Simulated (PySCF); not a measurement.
# C₃H₄FGa: NMR shifts at several levels of theory

Aim: compute the NMR shifts of C₃H₄FGa (`CC#[C][GaH][F]`) at several levels, and see how far they spread and what each costs.

Computed with PySCF 2.14.0, with density-fitted response routines of our own, on a single molecule in the gas phase. Atoms count from 0, in the outputs and in this text.

1 further run of the same task is left out (for a known fault of the program).

## Step 1: Starting geometry

9 atoms, charge 0, multiplicity 1; geometry from: PBE0-D3(BJ)/def2-SVP.

Bonds of the start (Å): C0–C1 1.45, C1–C2 1.22, C2–Ga3 1.89, Ga3–F4 1.76, C0–H5 1.10, C0–H6 1.10, C0–H7 1.10, Ga3–H8 1.55.

## Step 2: Shielding tensors: HF/pcSseg-2

Job settings and geometry (Å):

```
{"job": {"kind": "nmr", "xc": "HF", "basis": "pcSseg-2", "pop": false}, "charge": 0, "multiplicity": 1}
C     -1.984007    -0.382912    -0.255156
C     -0.576180    -0.080643    -0.081621
C      0.611626     0.165548     0.064383
Ga     2.448860     0.560862     0.277658
F      3.448816    -0.785006     0.800707
H     -2.402500     0.160612    -1.116420
H     -2.557626    -0.091935     0.638773
H     -2.138695    -1.460378    -0.420553
H      3.206483     1.895998     0.059566
```

With the program's defaults for keys left out, this is: GIAO HF/pcSseg-2 NMR shielding, non-relativistic, gas phase.

Launch:

```bash
$ OMP_NUM_THREADS=1 python probes_run.py task.json out
```

This one command runs all jobs of the session in turn.

Standard output:

```text
final grid: 80008 points
cycle   1  E = -2138.5969442580  dE = -1.340e-01  |g| = 8.481e-01  |ddm| = 2.915e+00
cycle   2  E = -2138.6716860257  dE = -7.474e-02  |g| = 6.655e-01  |ddm| = 1.058e+00
cycle   3  E = -2138.7141621896  dE = -4.248e-02  |g| = 6.918e-02  |ddm| = 2.822e-01
cycle   4  E = -2138.7157260083  dE = -1.564e-03  |g| = 2.831e-02  |ddm| = 2.303e-01
cycle   5  E = -2138.7158658379  dE = -1.398e-04  |g| = 7.556e-03  |ddm| = 4.321e-02
cycle   6  E = -2138.7158832058  dE = -1.737e-05  |g| = 2.014e-03  |ddm| = 1.329e-02
cycle   7  E = -2138.7158860141  dE = -2.808e-06  |g| = 1.019e-03  |ddm| = 4.591e-03
cycle   8  E = -2138.7158872055  dE = -1.191e-06  |g| = 5.297e-04  |ddm| = 2.755e-03
cycle   9  E = -2138.7158876151  dE = -4.096e-07  |g| = 3.056e-04  |ddm| = 1.098e-03
cycle  10  E = -2138.7158877585  dE = -1.434e-07  |g| = 1.257e-04  |ddm| = 7.939e-04
cycle  11  E = -2138.7158877803  dE = -2.184e-08  |g| = 3.051e-05  |ddm| = 3.680e-04
cycle  12  E = -2138.7158877814  dE = -1.061e-09  |g| = 9.739e-06  |ddm| = 1.379e-04
cycle  13  E = -2138.7158877815  dE = -7.140e-11  |g| = 3.472e-06  |ddm| = 2.218e-05
converged SCF energy = -2138.7158877815

GIAO shielding tensors (ppm)
atom      isotropic    diamagn.    paramagn.     s11        s22        s33       span
  0 C      186.952     240.592     -53.640    180.220    180.615    200.020     19.800
  1 C       69.996     257.574    -187.578    -41.090    -28.849    279.927    321.017
  2 C      102.875     256.938    -154.063     15.395     21.696    271.535    256.141
  3 Ga    1639.221    2639.581   -1000.359   1459.573   1520.141   1937.950    478.377
  4 F      386.195     471.080     -84.886    285.204    400.280    473.099    187.895
  5 H       29.749      28.174       1.575     24.726     27.867     36.654     11.928
  6 H       29.749      28.180       1.569     24.814     27.813     36.620     11.805
  7 H       29.729      28.243       1.486     24.613     27.893     36.682     12.069
  8 H       27.099      28.357      -1.258     20.788     21.703     38.807     18.019
```

Wall time 38 s (1 thread of Arm Neoverse N1, shared host); peak memory 0.98 GiB.

Shifts follow as δ = σ(reference) − σ, with reference shieldings (ppm) from runs at the same level and on the same kind of geometry: 1H TMS 31.68, 13C TMS 191.5, 19F CFCl3 245.3, 71Ga GaH4- 1831. The references are single molecules in the gas phase, so shifts against H2O, NH3, PH3, H3PO4 or CFCl3 are not on the usual liquid scales and can be off by tens of ppm. Shifts against hydride references such as AlH4− lie on their own scale. Atoms listed in one row are averaged.

```csv
atoms,environment,σ (ppm),δ (ppm)
C1,alkyne carbon,70.0,121.5
C2,alkyne carbon,102.9,88.6
C0,propargylic methyl carbon,187.0,4.5
H8,"hydrogen on a Ga bonded to C, F",27.10,4.58
"H5, H6, H7",hydrogen on a propargylic methyl carbon,29.74,1.94
Ga3,"Ga bonded to C, F, H",1639,191
F4,fluorine bonded to Ga,386.2,-140.9
```

## Step 3: NMR shieldings: LDA/pcSseg-2

Settings changed since step 2:

```diff
@@ -1,2 +1,2 @@
-{"job": {"kind": "nmr", "xc": "HF", "basis": "pcSseg-2", "pop": false}, "charge": 0, "multiplicity": 1}
+{"job": {"kind": "nmr", "xc": "LDA", "basis": "pcSseg-2", "pop": false}, "charge": 0, "multiplicity": 1}
 C     -1.984007    -0.382912    -0.255156
```

With the program's defaults for keys left out, this is: GIAO LDA/pcSseg-2 NMR shielding, non-relativistic, gas phase.

Standard output:

```text
coarse grid: 38144 points
cycle   1  E = -2136.5406468800  dE = -1.268e-01  |g| = 1.785e+00  |ddm| = 3.358e+00
cycle   2  E = -2134.9315525441  dE =  1.609e+00  |g| = 3.839e+00  |ddm| = 3.405e+00
cycle   3  E = -2136.6872579447  dE = -1.756e+00  |g| = 9.077e-01  |ddm| = 2.878e+00
cycle   4  E = -2136.8136994760  dE = -1.264e-01  |g| = 1.804e-01  |ddm| = 5.781e-01
cycle   5  E = -2136.8115937965  dE =  2.106e-03  |g| = 1.630e-01  |ddm| = 2.559e-01
cycle   6  E = -2136.8173435163  dE = -5.750e-03  |g| = 5.986e-02  |ddm| = 1.392e-01
cycle   7  E = -2136.8181630039  dE = -8.195e-04  |g| = 1.700e-02  |ddm| = 4.430e-02
cycle   8  E = -2136.8182220142  dE = -5.901e-05  |g| = 4.316e-03  |ddm| = 1.169e-02
cycle   9  E = -2136.8182251346  dE = -3.120e-06  |g| = 7.465e-04  |ddm| = 3.722e-03
final grid: 80008 points
cycle  10  E = -2136.8182599104  dE =  4.232e-08  |g| = 1.396e-03  |ddm| = 4.195e-03
cycle  11  E = -2136.8182582892  dE =  1.621e-06  |g| = 3.249e-03  |ddm| = 4.318e-03
cycle  12  E = -2136.8182602629  dE = -1.974e-06  |g| = 5.253e-04  |ddm| = 2.565e-03
cycle  13  E = -2136.8182603199  dE = -5.700e-08  |g| = 1.797e-04  |ddm| = 5.050e-04
cycle  14  E = -2136.8182603279  dE = -8.016e-09  |g| = 3.123e-05  |ddm| = 1.285e-04
cycle  15  E = -2136.8182603281  dE = -2.406e-10  |g| = 7.564e-06  |ddm| = 5.090e-05
converged SCF energy = -2136.8182603281

GIAO shielding tensors (ppm)
atom      isotropic    diamagn.    paramagn.     s11        s22        s33       span
  0 C      176.941     242.974     -66.033    166.033    166.632    198.159     32.126
  1 C       62.405     255.963    -193.558    -41.297    -33.022    261.534    302.831
  2 C       83.355     260.237    -176.882     -9.260     -4.608    263.934    273.193
  3 Ga    1295.541    2641.477   -1345.936   1154.937   1159.224   1572.461    417.524
  4 F      246.098     469.933    -223.835     39.054    280.664    418.576    379.523
  5 H       28.820      27.819       1.002     23.978     27.071     35.412     11.434
  6 H       28.813      27.827       0.986     24.080     27.011     35.346     11.266
  7 H       28.797      27.931       0.866     23.864     27.102     35.425     11.561
  8 H       24.819      26.941      -2.122     18.718     19.095     36.645     17.927
```

Wall time 55 s (1 thread of Arm Neoverse N1, shared host); peak memory 0.82 GiB.

This run: δ C1 117.9, C2 96.9, C0 3.3, Ga3 365, H8 5.95, H5 1.96 ppm (means over like atoms).

## Step 4: Nuclear shieldings: PBE/pcSseg-2

Settings changed since step 3:

```diff
@@ -1,2 +1,2 @@
-{"job": {"kind": "nmr", "xc": "LDA", "basis": "pcSseg-2", "pop": false}, "charge": 0, "multiplicity": 1}
+{"job": {"kind": "nmr", "xc": "PBE", "basis": "pcSseg-2", "pop": false}, "charge": 0, "multiplicity": 1}
 C     -1.984007    -0.382912    -0.255156
```

With the program's defaults for keys left out, this is: GIAO PBE/pcSseg-2 NMR shielding, non-relativistic, gas phase.

Standard output:

```text
coarse grid: 38144 points
cycle   1  E = -2140.7350778255  dE = -1.126e-01  |g| = 1.699e+00  |ddm| = 2.721e+00
cycle   2  E = -2139.0801788065  dE =  1.655e+00  |g| = 3.771e+00  |ddm| = 3.491e+00
cycle   3  E = -2140.8792787685  dE = -1.799e+00  |g| = 8.810e-01  |ddm| = 3.145e+00
cycle   4  E = -2141.0005860827  dE = -1.213e-01  |g| = 1.743e-01  |ddm| = 5.833e-01
cycle   5  E = -2140.9999153475  dE =  6.707e-04  |g| = 1.373e-01  |ddm| = 2.244e-01
cycle   6  E = -2141.0038322197  dE = -3.917e-03  |g| = 5.900e-02  |ddm| = 1.219e-01
cycle   7  E = -2141.0046330515  dE = -8.008e-04  |g| = 1.568e-02  |ddm| = 4.295e-02
cycle   8  E = -2141.0046826723  dE = -4.962e-05  |g| = 3.980e-03  |ddm| = 9.845e-03
cycle   9  E = -2141.0046853141  dE = -2.642e-06  |g| = 8.013e-04  |ddm| = 3.100e-03
final grid: 80008 points
cycle  10  E = -2141.0047335510  dE =  1.241e-07  |g| = 1.437e-03  |ddm| = 4.956e-03
cycle  11  E = -2141.0047319199  dE =  1.631e-06  |g| = 3.167e-03  |ddm| = 3.922e-03
cycle  12  E = -2141.0047340181  dE = -2.098e-06  |g| = 4.454e-04  |ddm| = 2.346e-03
cycle  13  E = -2141.0047340570  dE = -3.888e-08  |g| = 1.200e-04  |ddm| = 4.783e-04
cycle  14  E = -2141.0047340599  dE = -2.927e-09  |g| = 4.772e-05  |ddm| = 1.109e-04
cycle  15  E = -2141.0047340605  dE = -5.834e-10  |g| = 8.003e-06  |ddm| = 3.731e-05
converged SCF energy = -2141.0047340605

GIAO shielding tensors (ppm)
atom      isotropic    diamagn.    paramagn.     s11        s22        s33       span
  0 C      174.129     242.006     -67.876    163.769    164.168    194.451     30.681
  1 C       66.332     261.370    -195.038    -36.943    -28.491    264.430    301.373
  2 C       88.774     265.351    -176.576     -0.481      2.231    264.572    265.053
  3 Ga    1368.869    2640.577   -1271.708   1218.738   1260.474   1627.394    408.656
  4 F      260.890     471.025    -210.135     66.992    299.380    416.299    349.307
  5 H       29.191      27.850       1.341     24.479     27.524     35.570     11.091
  6 H       29.184      27.876       1.309     24.580     27.468     35.505     10.925
  7 H       29.167      27.979       1.188     24.367     27.555     35.578     11.211
  8 H       25.612      27.461      -1.849     19.539     19.932     37.366     17.828
```

Run time: 64 s. Hardware: 1 thread of Arm Neoverse N1, shared host; peak memory 0.9 GiB.

In short: δ C1 113.1, C2 90.6, C0 5.3, Ga3 308, H8 5.57, H5 2.00 ppm (means over like atoms).

## Step 5: NMR shieldings: BLYP/pcSseg-2

Settings changed since step 4:

```diff
@@ -1,2 +1,2 @@
-{"job": {"kind": "nmr", "xc": "PBE", "basis": "pcSseg-2", "pop": false}, "charge": 0, "multiplicity": 1}
+{"job": {"kind": "nmr", "xc": "BLYP", "basis": "pcSseg-2", "pop": false}, "charge": 0, "multiplicity": 1}
 C     -1.984007    -0.382912    -0.255156
```

Method: GIAO BLYP/pcSseg-2 NMR shielding, non-relativistic, gas phase.

Standard output:

```text
coarse grid: 38144 points
cycle   1  E = -2141.2819713409  dE = -9.066e-02  |g| = 1.749e+00  |ddm| = 2.677e+00
cycle   2  E = -2139.3728693741  dE =  1.909e+00  |g| = 3.982e+00  |ddm| = 4.054e+00
cycle   3  E = -2141.4294143969  dE = -2.057e+00  |g| = 9.457e-01  |ddm| = 3.701e+00
cycle   4  E = -2141.5676754423  dE = -1.383e-01  |g| = 1.804e-01  |ddm| = 6.287e-01
cycle   5  E = -2141.5662982362  dE =  1.377e-03  |g| = 1.533e-01  |ddm| = 2.585e-01
cycle   6  E = -2141.5711780863  dE = -4.880e-03  |g| = 6.480e-02  |ddm| = 1.380e-01
cycle   7  E = -2141.5721448332  dE = -9.667e-04  |g| = 1.813e-02  |ddm| = 4.860e-02
cycle   8  E = -2141.5722118332  dE = -6.700e-05  |g| = 4.789e-03  |ddm| = 1.193e-02
cycle   9  E = -2141.5722156440  dE = -3.811e-06  |g| = 9.522e-04  |ddm| = 3.746e-03
final grid: 80008 points
cycle  10  E = -2141.5722439894  dE =  2.945e-07  |g| = 1.784e-03  |ddm| = 4.238e-03
cycle  11  E = -2141.5722413329  dE =  2.657e-06  |g| = 4.125e-03  |ddm| = 4.865e-03
cycle  12  E = -2141.5722446682  dE = -3.335e-06  |g| = 5.008e-04  |ddm| = 2.957e-03
cycle  13  E = -2141.5722447198  dE = -5.158e-08  |g| = 1.017e-04  |ddm| = 5.459e-04
cycle  14  E = -2141.5722447218  dE = -1.985e-09  |g| = 4.199e-05  |ddm| = 1.202e-04
cycle  15  E = -2141.5722447223  dE = -4.648e-10  |g| = 1.008e-05  |ddm| = 3.278e-05
converged SCF energy = -2141.5722447223

GIAO shielding tensors (ppm)
atom      isotropic    diamagn.    paramagn.     s11        s22        s33       span
  0 C      169.894     237.849     -67.956    159.756    160.159    189.767     30.011
  1 C       62.965     259.568    -196.603    -41.619    -32.587    263.102    304.720
  2 C       85.077     265.557    -180.479     -5.529     -2.436    263.197    268.726
  3 Ga    1359.046    2640.021   -1280.975   1214.090   1243.669   1619.378    405.289
  4 F      256.045     471.958    -215.914     60.607    296.530    410.996    350.389
  5 H       29.337      28.061       1.276     24.726     27.760     35.524     10.798
  6 H       29.333      28.062       1.271     24.833     27.705     35.460     10.627
  7 H       29.314      28.153       1.162     24.614     27.793     35.537     10.923
  8 H       25.793      27.532      -1.739     19.722     20.121     37.534     17.812
```

Run time: 64 s. Hardware: 1 thread of Arm Neoverse N1, shared host; peak memory 0.83 GiB.

In short: δ C1 112.0, C2 89.9, C0 5.1, Ga3 301, H8 5.58, H5 2.05 ppm (means over like atoms).

## Step 6: Nuclear shieldings: BP86/pcSseg-2

Settings changed since step 5:

```diff
@@ -1,2 +1,2 @@
-{"job": {"kind": "nmr", "xc": "BLYP", "basis": "pcSseg-2", "pop": false}, "charge": 0, "multiplicity": 1}
+{"job": {"kind": "nmr", "xc": "BP86", "basis": "pcSseg-2", "pop": false}, "charge": 0, "multiplicity": 1}
 C     -1.984007    -0.382912    -0.255156
```

Level: GIAO BP86/pcSseg-2 NMR shielding, non-relativistic, gas phase.

Standard output:

```text
coarse grid: 38144 points
cycle   1  E = -2141.5415338758  dE = -1.090e-01  |g| = 1.696e+00  |ddm| = 2.727e+00
cycle   2  E = -2139.8910738589  dE =  1.650e+00  |g| = 3.774e+00  |ddm| = 3.474e+00
cycle   3  E = -2141.6864255162  dE = -1.795e+00  |g| = 8.725e-01  |ddm| = 2.960e+00
cycle   4  E = -2141.8056783160  dE = -1.193e-01  |g| = 1.775e-01  |ddm| = 5.792e-01
cycle   5  E = -2141.8051460815  dE =  5.322e-04  |g| = 1.368e-01  |ddm| = 2.282e-01
cycle   6  E = -2141.8089460464  dE = -3.800e-03  |g| = 6.104e-02  |ddm| = 1.229e-01
cycle   7  E = -2141.8097996147  dE = -8.536e-04  |g| = 1.623e-02  |ddm| = 4.263e-02
cycle   8  E = -2141.8098513059  dE = -5.169e-05  |g| = 4.209e-03  |ddm| = 1.011e-02
cycle   9  E = -2141.8098542232  dE = -2.917e-06  |g| = 8.327e-04  |ddm| = 3.270e-03
final grid: 80008 points
cycle  10  E = -2141.8098894062  dE =  1.440e-07  |g| = 1.516e-03  |ddm| = 3.928e-03
cycle  11  E = -2141.8098876183  dE =  1.788e-06  |g| = 3.341e-03  |ddm| = 4.413e-03
cycle  12  E = -2141.8098898940  dE = -2.276e-06  |g| = 4.421e-04  |ddm| = 2.565e-03
cycle  13  E = -2141.8098899328  dE = -3.874e-08  |g| = 8.981e-05  |ddm| = 5.130e-04
cycle  14  E = -2141.8098899342  dE = -1.400e-09  |g| = 3.912e-05  |ddm| = 9.741e-05
cycle  15  E = -2141.8098899346  dE = -3.915e-10  |g| = 9.846e-06  |ddm| = 3.066e-05
converged SCF energy = -2141.8098899346

GIAO shielding tensors (ppm)
atom      isotropic    diamagn.    paramagn.     s11        s22        s33       span
  0 C      173.554     240.857     -67.303    163.342    163.742    193.578     30.237
  1 C       66.473     260.123    -193.650    -36.470    -28.018    263.908    300.378
  2 C       88.837     262.608    -173.770     -0.467      2.606    264.373    264.840
  3 Ga    1359.056    2641.117   -1282.061   1212.274   1247.266   1617.628    405.354
  4 F      259.509     470.375    -210.866     64.015    298.794    415.717    351.702
  5 H       29.247      27.864       1.383     24.558     27.574     35.607     11.049
  6 H       29.240      27.879       1.362     24.661     27.519     35.541     10.880
  7 H       29.223      27.987       1.236     24.446     27.609     35.613     11.167
  8 H       25.587      27.537      -1.950     19.526     19.893     37.342     17.816
```

Run time: 65 s. Hardware: 1 thread of Arm Neoverse N1, shared host; peak memory 0.83 GiB.

This run: δ C1 112.7, C2 90.3, C0 5.6, Ga3 306, H8 5.65, H5 2.00 ppm (means over like atoms).

## Step 7: NMR shieldings: OPBE/pcSseg-2

Settings changed since step 6:

```diff
@@ -1,2 +1,2 @@
-{"job": {"kind": "nmr", "xc": "BP86", "basis": "pcSseg-2", "pop": false}, "charge": 0, "multiplicity": 1}
+{"job": {"kind": "nmr", "xc": "OPBE", "basis": "pcSseg-2", "pop": false}, "charge": 0, "multiplicity": 1}
 C     -1.984007    -0.382912    -0.255156
```

Level: GIAO OPBE/pcSseg-2 NMR shielding, non-relativistic, gas phase.

Standard output:

```text
coarse grid: 38144 points
cycle   1  E = -2141.7640190400  dE = -1.831e-01  |g| = 1.362e+00  |ddm| = 2.752e+00
cycle   2  E = -2140.5237607787  dE =  1.240e+00  |g| = 3.108e+00  |ddm| = 3.657e+00
cycle   3  E = -2141.8968311558  dE = -1.373e+00  |g| = 6.381e-01  |ddm| = 3.367e+00
cycle   4  E = -2141.9648281244  dE = -6.800e-02  |g| = 1.947e-01  |ddm| = 5.354e-01
cycle   5  E = -2141.9683170317  dE = -3.489e-03  |g| = 7.541e-02  |ddm| = 1.618e-01
cycle   6  E = -2141.9689580777  dE = -6.410e-04  |g| = 5.519e-02  |ddm| = 8.035e-02
cycle   7  E = -2141.9696912105  dE = -7.331e-04  |g| = 1.298e-02  |ddm| = 4.104e-02
cycle   8  E = -2141.9697252341  dE = -3.402e-05  |g| = 2.731e-03  |ddm| = 1.103e-02
cycle   9  E = -2141.9697268392  dE = -1.605e-06  |g| = 5.891e-04  |ddm| = 2.640e-03
final grid: 80008 points
cycle  10  E = -2141.9698198056  dE = -2.394e-07  |g| = 9.467e-04  |ddm| = 6.199e-03
cycle  11  E = -2141.9698194524  dE =  3.531e-07  |g| = 1.828e-03  |ddm| = 2.025e-03
cycle  12  E = -2141.9698199281  dE = -4.756e-07  |g| = 3.937e-04  |ddm| = 1.136e-03
cycle  13  E = -2141.9698199639  dE = -3.580e-08  |g| = 1.329e-04  |ddm| = 3.516e-04
cycle  14  E = -2141.9698199684  dE = -4.506e-09  |g| = 2.021e-05  |ddm| = 1.108e-04
cycle  15  E = -2141.9698199684  dE = -5.730e-11  |g| = 9.985e-06  |ddm| = 2.318e-05
converged SCF energy = -2141.9698199684

GIAO shielding tensors (ppm)
atom      isotropic    diamagn.    paramagn.     s11        s22        s33       span
  0 C      177.544     249.098     -71.554    167.299    167.558    197.776     30.476
  1 C       75.295     266.870    -191.575    -25.873    -17.860    269.618    295.490
  2 C       98.449     268.062    -169.613     14.176     14.365    266.807    252.631
  3 Ga    1437.693    2642.356   -1204.663   1267.017   1351.894   1694.168    427.151
  4 F      291.812     471.815    -180.003    122.553    333.296    419.587    297.034
  5 H       29.228      27.807       1.421     24.478     27.494     35.712     11.234
  6 H       29.220      27.868       1.352     24.568     27.442     35.651     11.082
  7 H       29.200      27.952       1.248     24.369     27.521     35.710     11.341
  8 H       25.996      27.805      -1.809     19.920     20.399     37.669     17.749
```

Run time: 66 s. Hardware: 1 thread of Arm Neoverse N1, shared host; peak memory 0.83 GiB.

Key values: δ C1 109.1, C2 86.0, C0 6.9, Ga3 257, H8 5.20, H5 1.98 ppm (means over like atoms).

## Step 8: NMR shieldings: KT2/pcSseg-2

Settings changed since step 7:

```diff
@@ -1,2 +1,2 @@
-{"job": {"kind": "nmr", "xc": "OPBE", "basis": "pcSseg-2", "pop": false}, "charge": 0, "multiplicity": 1}
+{"job": {"kind": "nmr", "xc": "KT2", "basis": "pcSseg-2", "pop": false}, "charge": 0, "multiplicity": 1}
 C     -1.984007    -0.382912    -0.255156
```

Level: GIAO KT2/pcSseg-2 NMR shielding, non-relativistic, gas phase.

Standard output:

```text
coarse grid: 38144 points
cycle   1  E = -2152.8688614442  dE = -1.314e-01  |g| = 1.162e+00  |ddm| = 4.374e+00
cycle   2  E = -2151.0642418668  dE =  1.805e+00  |g| = 3.313e+00  |ddm| = 3.796e+00
cycle   3  E = -2152.9904152057  dE = -1.926e+00  |g| = 5.899e-01  |ddm| = 3.457e+00
cycle   4  E = -2153.0556083601  dE = -6.519e-02  |g| = 2.583e-01  |ddm| = 6.737e-01
cycle   5  E = -2153.0656839017  dE = -1.008e-02  |g| = 6.493e-02  |ddm| = 1.991e-01
cycle   6  E = -2153.0663763929  dE = -6.925e-04  |g| = 2.565e-02  |ddm| = 5.200e-02
cycle   7  E = -2153.0664528027  dE = -7.641e-05  |g| = 1.584e-02  |ddm| = 2.218e-02
cycle   8  E = -2153.0665131175  dE = -6.031e-05  |g| = 5.246e-03  |ddm| = 1.369e-02
cycle   9  E = -2153.0665200834  dE = -6.966e-06  |g| = 7.975e-04  |ddm| = 5.400e-03
final grid: 80008 points
cycle  10  E = -2153.0665791069  dE = -2.247e-07  |g| = 1.325e-03  |ddm| = 4.026e-03
cycle  11  E = -2153.0665782913  dE =  8.156e-07  |g| = 2.643e-03  |ddm| = 3.408e-03
cycle  12  E = -2153.0665792820  dE = -9.907e-07  |g| = 7.135e-04  |ddm| = 2.091e-03
cycle  13  E = -2153.0665794180  dE = -1.360e-07  |g| = 1.256e-04  |ddm| = 5.683e-04
cycle  14  E = -2153.0665794223  dE = -4.295e-09  |g| = 1.539e-05  |ddm| = 1.463e-04
cycle  15  E = -2153.0665794223  dE = -2.728e-11  |g| = 1.134e-05  |ddm| = 2.111e-05
converged SCF energy = -2153.0665794223

GIAO shielding tensors (ppm)
atom      isotropic    diamagn.    paramagn.     s11        s22        s33       span
  0 C      176.678     237.656     -60.979    166.577    166.742    196.715     30.138
  1 C       76.173     264.151    -187.978    -21.929    -14.229    264.676    286.605
  2 C       98.373     267.172    -168.799     13.170     16.912    265.037    251.867
  3 Ga    1429.838    2644.775   -1214.937   1279.845   1333.219   1676.449    396.603
  4 F      260.633     470.867    -210.235     65.738    305.258    410.902    345.164
  5 H       29.117      27.321       1.796     24.309     27.428     35.615     11.306
  6 H       29.108      27.365       1.742     24.412     27.374     35.537     11.125
  7 H       29.095      27.516       1.579     24.197     27.460     35.629     11.433
  8 H       25.654      27.165      -1.510     19.576     20.047     37.340     17.763
```

Run time: 66 s. Hardware: 1 thread of Arm Neoverse N1, shared host; peak memory 0.83 GiB.

This run: δ C1 106.1, C2 83.9, C0 5.6, Ga3 290, H8 5.52, H5 2.07 ppm (means over like atoms).

(Part 1 of 2 ends here.)
